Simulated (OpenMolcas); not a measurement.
# SnH2Cl2 (SMILES [Cl][SnH2][Cl]): levels of theory compared

We compute a comparison of 6 runs (HF/STO-3G, HF/3-21G, HF/def2-SVPD, B2PLYP/def2-SVPD, M06-2X/def2-SVPD, SVWN5/def2-SVPD) of SnH2Cl2. 

The results are computed with OpenMolcas 26.06.

### 1 The molecule

The species is SnH2Cl2 (5 atoms), meant as a singlet with charge 0. As SMILES, `[Cl][SnH2][Cl]`. Geometry: relaxed at PBE0-D4/def2-TZVP.

Bond lengths: Cl1–Sn2 2.316 Å, Sn2–Cl3 2.316 Å, Sn2–H4 1.695 Å, Sn2–H5 1.695 Å. Angles: Cl1–Sn2–Cl3 106.5°, Cl1–Sn2–H4 107.8°, Cl1–Sn2–H5 107.8°, Cl3–Sn2–H4 107.8°, Cl3–Sn2–H5 107.8°, H4–Sn2–H5 118.6°.

### 2 Energy and gradient at HF/STO-3G (run 1)

calc.input

```
&GATEWAY
BASLIB
$CurrDir
COORD
5
angstrom
Cl      -1.795300      -0.326200       1.206500
Sn       0.192400      -0.102900       0.038600
Cl      -0.250400       1.295500      -1.753900
H        0.602200      -1.626300      -0.582100
H        1.301000       0.686300       1.049400
BASIS
STO-3G
GROUP
NoSym
&SEWARD
&SCF
THRESHOLDS
1e-10 1e-07 1e-07 1e-05
PRORBITALS
0
&ALASKA
```

The basis set STO-3G is read from a file made from the Basis Set Exchange's data (not shown).

Started as:

```
$ export MOLCAS_MEM=1860
$ pymolcas calc.input > calc.log
```

Log:

```text
--- Start Module: gateway ---
[...]
--- Stop Module: gateway /rc=_RC_ALL_IS_WELL_ ---
[...]
      Basis functions           47
[...]
--- Start Module: scf ---
[...]
       Convergence after   9 Iterations
[...]
::    Total SCF energy                              -6873.7736547535
[...]
      Total spin, S                                     0.0000000000
[...]
      Total electronic charge=   86.000000
      Total            charge=   -0.000000
[...]
      Dipole Moment (debye):
      Origin of the operator (angstrom)=   -0.2426    0.1074   -0.0732
                   X=  3.4722E+00               Y= -1.6788E+00               Z=  8.9240E-01           Total=  3.9586E+00
      Quadrupole Moment (debye*angstrom):
[...]
--- Stop Module: scf /rc=_RC_ALL_IS_WELL_ ---
--- Start Module: alaska ---
[...]
 *              Molecular gradients               *
 **************************************************
  Irreducible representation: a
 ------------------------------------------------------------------------------------------
                              X                       Y                       Z
 ------------------------------------------------------------------------------------------
  CL1              -1.08357792387892E-03   -1.28990611449886E-04    6.46664635468142E-04
  SN2              -1.58501980720231E-02    7.69687090757998E-03   -4.06236450600517E-03
  CL3              -2.28414417070333E-04    7.56897000879775E-04   -9.75066203331210E-04
  H4                3.71384797601015E-03   -2.03003916247297E-02   -9.18479621359136E-03
  H5                1.34483424369272E-02    1.19756143277909E-02    1.35755622874818E-02
 ------------------------------------------------------------------------------------------
--- Stop Module: alaska /rc=_RC_ALL_IS_WELL_ ---
[...]
```

It took 3.3 s on 1 thread of Arm Neoverse V2, shared host; peak memory 0.38 GiB.

### 3 Energy and forces at HF/3-21G (run 2)

test.input

```
* Cl2H2Sn Hartree-Fock
&GATEWAY
BasLib
$CurrDir
Coord
5
angstrom
Cl      -1.795300      -0.326200       1.206500
Sn       0.192400      -0.102900       0.038600
Cl      -0.250400       1.295500      -1.753900
H        0.602200      -1.626300      -0.582100
H        1.301000       0.686300       1.049400
Basis
3-21G
Group
NoSym
&SEWARD
&SCF
Thresholds
1e-10 1e-07 1e-07 1e-05
PrOrbitals
1 1
&ALASKA
```

The basis set 3-21G is read from a file made from the Basis Set Exchange's data (not shown).

Started as:

```
$ export MOLCAS_MEM=1860
$ pymolcas test.input > test.log
```

Log:

```text
--- Start Module: gateway ---
[...]
--- Stop Module: gateway /rc=_RC_ALL_IS_WELL_ ---
[...]
      Basis functions           61
[...]
--- Start Module: scf ---
[...]
       Convergence after  10 Iterations
[...]
::    Total SCF energy                              -6912.1173603584
[...]
      Total spin, S                                     0.0000000000
[...]
      Total electronic charge=   86.000000
      Total            charge=   -0.000000
[...]
      Dipole Moment (debye):
      Origin of the operator (angstrom)=   -0.2426    0.1074   -0.0732
                   X=  3.6665E+00               Y= -1.7725E+00               Z=  9.4237E-01           Total=  4.1801E+00
      Quadrupole Moment (debye*angstrom):
[...]
--- Stop Module: scf /rc=_RC_ALL_IS_WELL_ ---
[...]
--- Start Module: alaska ---
[...]
 *              Molecular gradients               *
 **************************************************
  Irreducible representation: a
 ------------------------------------------------------------------------------------------
                              X                       Y                       Z
 ------------------------------------------------------------------------------------------
  CL1               2.62112526688441E-02    3.59845201460107E-03   -1.63278221286021E-02
  SN2              -2.41140059192944E-02    1.16947206015503E-02   -6.18732254886467E-03
  CL3               4.98982609535048E-03   -1.86906261079969E-02    2.43557581298148E-02
  H4               -2.27472271316165E-03    5.86401478613752E-03    2.02365069005594E-03
  H5               -4.81235013172121E-03   -2.46656129433021E-03   -3.86426414243779E-03
 ------------------------------------------------------------------------------------------
--- Stop Module: alaska /rc=_RC_ALL_IS_WELL_ ---
[...]
```

Run time: 3.9 s. Hardware: 1 thread of Arm Neoverse V2, shared host; peak memory 0.4 GiB.

Runs 3 to 5 aren't shown in full; the table further down has their settings and results.

### 4 Energy and forces at SVWN5/def2-SVPD (core potential) (run 6)

calc.inp

```
* Cl2H2Sn Kohn-Sham DFT
&GATEWAY
BasLib=$CurrDir
Coord
5
angstrom
Cl      -1.795300      -0.326200       1.206500
Sn       0.192400      -0.102900       0.038600
Cl      -0.250400       1.295500      -1.753900
H        0.602200      -1.626300      -0.582100
H        1.301000       0.686300       1.049400
Basis=def2-SVPD
Group=NoSym
&SEWARD
GridInput
Grid=UltraFine
End of Grid
&SCF
KSDFT=SVWN5
Thresholds=1e-10 1e-07 1e-07 1e-05
PrOrbitals=1 1
&ALASKA
```

The basis set def2-SVPD is read from a file made from the Basis Set Exchange's data (not shown).

Started as:

```
$ export MOLCAS_MEM=1860
$ pymolcas calc.inp > calc.log
```

Log:

```text
--- Start Module: gateway ---
[...]
--- Stop Module: gateway /rc=_RC_ALL_IS_WELL_ ---
[...]
      Basis functions          102
[...]
--- Start Module: scf ---
[...]
       Convergence after  18 Iterations
[...]
::    Total KS-DFT energy                           -1132.3713886331
[...]
      Total spin, S                                     0.0000000000
[...]
      Total electronic charge=   58.000000
      Total            charge=   -0.000000
[...]
      Dipole Moment (debye):
      Origin of the operator (angstrom)=   -0.2426    0.1074   -0.0732
                   X=  2.3073E+00               Y= -1.1154E+00               Z=  5.9297E-01           Total=  2.6305E+00
      Quadrupole Moment (debye*angstrom):
[...]
--- Stop Module: scf /rc=_RC_ALL_IS_WELL_ ---
[...]
--- Start Module: alaska ---
[...]
 *              Molecular gradients               *
 **************************************************
  Irreducible representation: a
 ------------------------------------------------------------------------------------------
                              X                       Y                       Z
 ------------------------------------------------------------------------------------------
  CL1               7.38777665425872E-03    7.53188827506079E-04   -4.23229256756485E-03
  SN2              -7.56274094318954E-03    3.68658445129810E-03   -1.93480942080271E-03
  CL3               1.74859007271189E-03   -5.17598056786639E-03    6.58760610893694E-03
  H4               -3.30428901933466E-05    2.83473060959150E-03    1.53439124446653E-03
  H5               -1.54058289333037E-03   -2.09852332048843E-03   -1.95489536501725E-03
 ------------------------------------------------------------------------------------------
--- Stop Module: alaska /rc=_RC_ALL_IS_WELL_ ---
[...]
```

Run time: 26 s. Hardware: 1 thread of Arm Neoverse V2, shared host; peak memory 0.57 GiB.

### 5 Overview of the runs

| run | level | task | frozen core orbitals | energy (Eh) | dipole moment (D) | HOMO energy (eV) | LUMO energy (eV) | wall time |
| --- | --- | --- | --- | --- | --- | --- | --- | --- |
| 1 | HF/STO-3G | gradient | – | -6873.773655 | 3.96 | -10.19 | 7.24 | 3.3 s |
| 2 | HF/3-21G | gradient | – | -6912.117360 | 4.18 | -12.39 | 1.86 | 3.9 s |
| 3 | HF/def2-SVPD (core potential) | gradient | – | -1133.312419 | 2.92 | -12.17 | 1.41 | 13 s |
| 4 | B2PLYP/def2-SVPD (core potential) | energy | 14 | -1135.128738 | 2.80 | -10.17 | -0.36 | 22 s |
| 5 | M06-2X/def2-SVPD (core potential) | gradient | – | -1135.599976 | 2.79 | -10.29 | -0.50 | 35 s |
| 6 | SVWN5/def2-SVPD (core potential) | gradient | – | -1132.371389 | 2.63 | -7.73 | -2.69 | 26 s |

### 6 Outcome

| quantity | value |
| --- | --- |
| run 6: total energy | -1132.37139 Eh |
| run 6: dipole moment | 2.63 D |
| run 6: HOMO energy | -7.73 eV |
| run 6: LUMO energy | -2.69 eV |
| run 6: HOMO–LUMO gap | 5.04 eV |
| run 6: largest force on an atom | 0.444 eV/Å |

In words: The dipole moment (its size) runs from 2.63 D (SVWN5/def2-SVPD) to 4.18 D (HF/3-21G). The two ends differ in method and basis and core potential. The HOMO–LUMO gap runs from 5.04 eV (SVWN5/def2-SVPD) to 17.44 eV (HF/STO-3G). For B2PLYP the log adds the whole second-order term; the table takes 0.27 of it, as the functional is defined. Totals of different functionals can't be ranked against each other. Some runs of one species differ in core potentials or relativity; totals across that change don't compare. In run 1 the basis is minimal, so the values are rough. In runs 1, 2 relativity is left out where basis or elements ask for it. All runs together took 1.7 min, the longest 35 s.
